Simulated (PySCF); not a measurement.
# C5H3F3: the cost of one run

Computed with PySCF 2.14.0, with density-fitted response routines of our own, on a single molecule in the gas phase. Atoms count from 0, in the outputs and in this text.

### 1 The molecule as given

11 atoms, charge 0, multiplicity 1; geometry from: GFN2-xTB. The atoms were then displaced at random by about 0.01 Å, so the start is not that level's minimum.

Bonds of the start (Å): F0–C1 1.32, C1–C2 1.52, C2–C3 1.48, C3–F4 1.36, C3–C5 1.48, C5–C6 1.52, C6–F7 1.35, C5–C1 1.51, C5–C2 1.64, C6–C2 1.53, C1–H8 1.10, C3–H9 1.11, C6–H10 1.08.

### 2 Relaxing the molecule at PBE0-D3(BJ)/def2-SVP

The job: settings as JSON, then the geometry in Å.

```
{"job": {"xc": "PBE0", "basis": "def2-SVP", "d3": "d3bj", "grid": 1, "shake": 0.01, "kind": "geom"}, "charge": 0, "multiplicity": 1}
F     -0.635450     1.551450     1.562280
C      0.237210     0.746860     0.995810
C     -0.252690    -0.598860     0.493780
C     -1.123910     0.004420    -0.538370
F     -1.508700    -0.759650    -1.599540
C      0.229580     0.600930    -0.509150
C      0.925420    -0.755210    -0.469940
F      2.178270    -0.817290     0.018070
H      1.191760     0.823610     1.534820
H     -1.998170     0.604680    -0.197150
H      0.794780    -1.426780    -1.306280
```

Launch:

```bash
$ OMP_NUM_THREADS=1 python probes_run.py task.json out
```

This one command runs all jobs of the session in turn.

Q: Estimate the wall time and peak memory of this first job on 1 thread of Arm Neoverse V1, shared host.

About 54 s, with a peak of 0.5 GiB.
